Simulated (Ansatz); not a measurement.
Run this with Ansatz 0.2.0, Python API and show what comes out.

Contents of `brge2h5.xyz`:
```text
8

Ge    1.22160    0.15320    0.05790
Ge   -1.12000   -0.31200   -0.11050
Br   -2.32880    1.57620    0.51520
H     1.56670    0.53080    1.52110
H     2.02850   -1.10300   -0.35840
H     1.57960    1.33470   -0.87940
H    -1.48030   -1.49200    0.82770
H    -1.46740   -0.68780   -1.57360
```

The script, `brge2h5.py`:
```python
# -*- coding: utf-8 -*-
import ansatz as az

mol = az.Crystal.molecule_from_extxyz("brge2h5.xyz")

calculation = mol.calculation().basis(gaussian="def2-SVP")

methods = ["mp2", "ccsd", "ccsd_t"]
batch = az.Session.batch([calculation.correlation(m).input() for m in methods])
reports = sorted(batch.plan().execute().molecular_reports, key=lambda each: each["member"])
print(f"Hartree-Fock reference {reports[0]['reference_energy_ev'] / 27.211386246:.6f} Ha")
best = reports[-1]["free_energy_ev"] - reports[-1]["reference_energy_ev"]
for method, each in zip(methods, reports):
    gained = each["free_energy_ev"] - each["reference_energy_ev"]
    print(f"{method:8s} total {each['free_energy_ev'] / 27.211386246:.6f} Ha  correlation {gained:9.4f} eV  ({100 * gained / best:.1f} % of the last)")
```

Output of `python brge2h5.py`:
```text
Hartree-Fock reference -6725.260096 Ha
mp2      total -6725.959143 Ha  correlation  -19.0220 eV  (94.9 % of the last)
ccsd     total -6725.977519 Ha  correlation  -19.5221 eV  (97.4 % of the last)
ccsd_t   total -6725.996348 Ha  correlation  -20.0344 eV  (100.0 % of the last)
```

Caveats:
- Total energies depend on the basis set; only differences at equal settings carry meaning.
- The geometry is a force-field or estimated start, not a minimum of this method, and the basis set is short of its limit. A lower total doesn't mark the better method: functionals have no common bound, and MP2 and coupled cluster aren't variational.
- Inner cores stay frozen; a filled d shell under the valence of the heavier atoms is correlated with it.
